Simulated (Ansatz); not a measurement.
# CsRe: the cost of one run

Computed with Ansatz 0.2.0 (DFT PBE, scalar-relativistic, plane waves, PAW, unless a step's input says otherwise).

## (1) The structure to begin with

Symmetry: P6/mmm, No. 191, hexagonal system. Conventional cell: a = 3.689 Å, b = 3.689 Å, c = 5.631 Å, α = 90.00°, β = 90.00°, γ = 120.00°. Around Cs (site symmetry 6/mmm) lie 2 Re at 2.82 Å. Around Re (site symmetry 6/mmm) lie 2 Cs at 2.82 Å.

As a file:

```cif
data_structure
_symmetry_space_group_name_H-M 'P 1'
_symmetry_Int_Tables_number 1
_cell_length_a 3.6894
_cell_length_b 3.6894
_cell_length_c 5.6314
_cell_angle_alpha 90.000
_cell_angle_beta 90.000
_cell_angle_gamma 120.000
_cell_volume 66.38
loop_
_atom_site_label
_atom_site_type_symbol
_atom_site_fract_x
_atom_site_fract_y
_atom_site_fract_z
_atom_site_occupancy
Cs1 Cs 0.00000 0.00000 0.50000 1
Re1 Re 0.00000 0.00000 0.00000 1
```

The cell is invented: random cell by space group and Wyckoff sites (P6/mmm, No. 191). The dimensions are guesses.

## (2) Probe: one point on a coarse mesh

input.yaml

```yaml
crystal:
  lattice:
    - [3.68935397, 0.0, 0.0]
    - [-1.84467698, 3.19507426, 0.0]
    - [0.0, 0.0, 5.63144272]
  atoms:
    - { symbol: Cs, position: [0.0, 0.0, 0.5] }
    - { symbol: Re, position: [0.0, 0.0, 0.0] }
basis:
  ecutwfc: 420
kpoints:
  mp_grid: { grid: [6, 6, 4] }
hamiltonian:
  xc: pbe
scf:
  occupations: { method: gaussian, width: 0.1 }
  lower_state_search: "off"
output:
  forces: true
  stress: true
  eigenvalues: true
```

Command:

```sh
> ansatz run input.yaml --threads 1 --pin off --max-ram 2048MiB --backend cpu --events-out ev --progress --plain --runs-dir out
```

What time and memory should one allow on 1 thread of Arm Neoverse V1, shared host?

About 2.2 s, with a peak of 0.32 GiB.
